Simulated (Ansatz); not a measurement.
# ZnGaC4N4: the cost of one run

Method: DFT PBE, scalar-relativistic, plane waves, PAW, in Ansatz 0.2.0.

2 further runs of the same task are left out: 1 that didn't finish, 1 set aside as unsound or not needed.

### Step 1. The system as given

Symmetry: P4/mmm, No. 123, tetragonal system. The conventional cell has a = 7.173 Å, b = 7.173 Å, c = 4.360 Å, α = 90.00°, β = 90.00°, γ = 90.00°. Zn (site symmetry 4/mmm) is surrounded by 4 C at 1.92 Å. Around Ga (site symmetry 4/mmm) lie 4 N at 1.99 Å. C (site symmetry m2m) has 1 N at 1.17 Å as nearest neighbours. N (site symmetry m2m) is surrounded by 1 C at 1.17 Å.

Coordinates:

```
CELL_PARAMETERS angstrom
7.17289 0.00000 0.00000
0.00000 7.17289 0.00000
0.00000 0.00000 4.36039
ATOMIC_POSITIONS crystal
Zn 0.00000 0.00000 0.00000
Ga 0.50000 0.50000 0.00000
C 0.18898 0.81102 0.00000
C 0.81102 0.18898 0.00000
C 0.18898 0.18898 0.00000
C 0.81102 0.81102 0.00000
N 0.30432 0.69568 0.00000
N 0.69568 0.30432 0.00000
N 0.30432 0.30432 0.00000
N 0.69568 0.69568 0.00000
```

A structure generator made this guess: stacked square cyanide-bridged sheets (P4/mmm, No. 123). The dimensions are guesses.

### Step 2. A first look at the guess

Contents of input.yaml:

```yaml
crystal:
  lattice:
    - [7.17289119, 0.0, 0.0]
    - [0.0, 7.17289119, 0.0]
    - [0.0, 0.0, 4.36038519]
  atoms:
    - { symbol: Zn, position: [0.0, 0.0, 0.0] }
    - { symbol: Ga, position: [0.5, 0.5, 0.0] }
    - { symbol: C, position: [0.18897871, 0.81102129, 0.0] }
    - { symbol: C, position: [0.81102129, 0.18897871, 0.0] }
    - { symbol: C, position: [0.18897871, 0.18897871, 0.0] }
    - { symbol: C, position: [0.81102129, 0.81102129, 0.0] }
    - { symbol: "N", position: [0.30431782, 0.69568218, 0.0] }
    - { symbol: "N", position: [0.69568218, 0.30431782, 0.0] }
    - { symbol: "N", position: [0.30431782, 0.30431782, 0.0] }
    - { symbol: "N", position: [0.69568218, 0.69568218, 0.0] }
basis:
  ecutwfc: 420
kpoints:
  mp_grid: { grid: [4, 4, 4] }
hamiltonian:
  xc: pbe
scf:
  occupations: { method: gaussian, width: 0.1 }
  lower_state_search: "off"
output:
  forces: true
  stress: true
  eigenvalues: true
```

Launch:

```bash
$ ansatz run input.yaml --threads 1 --pin off --max-ram 2560MiB --backend cpu --events-out ev --progress --plain --runs-dir out
```

**Question.** How long does this run take on 1 thread of Arm Neoverse V2, shared host, and how much memory does it need?

About 9.3 s, with a peak of 0.49 GiB.
